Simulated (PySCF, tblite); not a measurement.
# C₄H₉ClO₂Si₂: geometry, infrared bands and NMR shifts

Wanted: the infrared bands and NMR shifts of C₄H₉ClO₂Si₂ (`O=CO[C@@H]1[SiH2][SiH2]C[C@@H]1Cl`), by calculation.

The runs use tblite 0.8.0 and PySCF 2.14.0, with density-fitted response routines of our own; the level of theory stands in each step. All values are computed, except where a source is named. Atoms are numbered from 0 throughout.

## 1. The starting structure

18 atoms, charge 0, multiplicity 1; geometry from: force field or distance geometry start.

Bonds of the start (Å): O0–C1 1.21, C1–O2 1.35, O2–C3 1.46, C3–Si4 1.94, Si4–Si5 2.34, Si5–C6 1.90, C6–C7 1.55, C7–Cl8 1.80, C7–C3 1.56, C1–H9 1.10, C3–H10 1.09, Si4–H11 1.49, Si4–H12 1.49, Si5–H13 1.48, Si5–H14 1.49, C6–H15 1.08, C6–H16 1.10, C7–H17 1.10.

## 2. Geometry optimisation with GFN2-xTB

What the job is given:

```
{"job": {"kind": "relax", "xc": "GFN2-xTB", "basis": "xTB"}, "charge": 0, "multiplicity": 1}
O      2.070600    -1.693800    -1.901500
C      2.664600    -1.016600    -1.091400
O      2.146100    -0.078600    -0.266300
C      0.707900     0.140500    -0.401100
Si     0.103900     1.861700     0.270600
Si    -2.038200     1.054400     0.734000
C     -1.623600    -0.721600     0.211100
C     -0.103400    -1.006200     0.286900
Cl     0.416800    -1.308800     1.982900
H      3.746900    -1.096400    -0.885600
H      0.451800     0.161500    -1.463500
H      0.126300     2.882000    -0.818600
H      0.834500     2.284700     1.498100
H     -2.358900     1.142500     2.180400
H     -3.091300     1.644600    -0.134000
H     -1.960200    -0.843200    -0.811300
H     -2.194000    -1.435300     0.822100
H      0.091300    -1.965200    -0.224400
```

Started as:

```
$ OMP_NUM_THREADS=1 python probes_run.py task.json out
```

One launch serves the whole session: the jobs run in the order shown.

**Question.** This job is followed by: GFN2-xTB harmonic vibrations, gas phase; GIAO PBE0/pcSseg-1 NMR shielding, non-relativistic, gas phase. Predict these results of the whole session: strongest single infrared mode (GFN2-xTB); zero-point energy (GFN2-xTB); ¹³C shifts against TMS (PBE0/pcSseg-1); ¹H shifts against TMS (PBE0/pcSseg-1); ¹⁷O shifts against H2O (PBE0/pcSseg-1); ²⁹Si shifts against TMS (PBE0/pcSseg-1); ³⁵Cl shifts against HCl (PBE0/pcSseg-1).

As calculated:

```
                                 quantity                                                     value
strongest single infrared mode (GFN2-xTB)                                     2209 cm⁻¹, 544 km/mol
             zero-point energy (GFN2-xTB)                                             74.5 kcal/mol
   ¹³C shifts against TMS (PBE0/pcSseg-1)                               166.9, 75.8, 70.1, 20.2 ppm
    ¹H shifts against TMS (PBE0/pcSseg-1)  8.21, 5.20, 5.13, 4.31, 4.27, 3.94, 3.89, 1.88, 1.11 ppm
   ¹⁷O shifts against H2O (PBE0/pcSseg-1)                                          440.1, 220.2 ppm
  ²⁹Si shifts against TMS (PBE0/pcSseg-1)                                          -70.6, -71.3 ppm
  ³⁵Cl shifts against HCl (PBE0/pcSseg-1)                                                   157 ppm
```

**Reading.** Over 63 steps the energy fell by 0.353 eV; of the close pairs, C3–C7 changed most, 1.564 to 1.523 Å. No mode is imaginary among the 48: a minimum at this level. The strongest single mode, at 2209 cm⁻¹, moves mainly H11 and H14. GFN2-xTB is a fitted tight-binding method: band positions and strengths are rough. Its intensities can rank the bands wrongly. At PBE0/pcSseg-1: The widest tensor belongs to O0: span 692 ppm, with a paramagnetic part of -508 ppm.
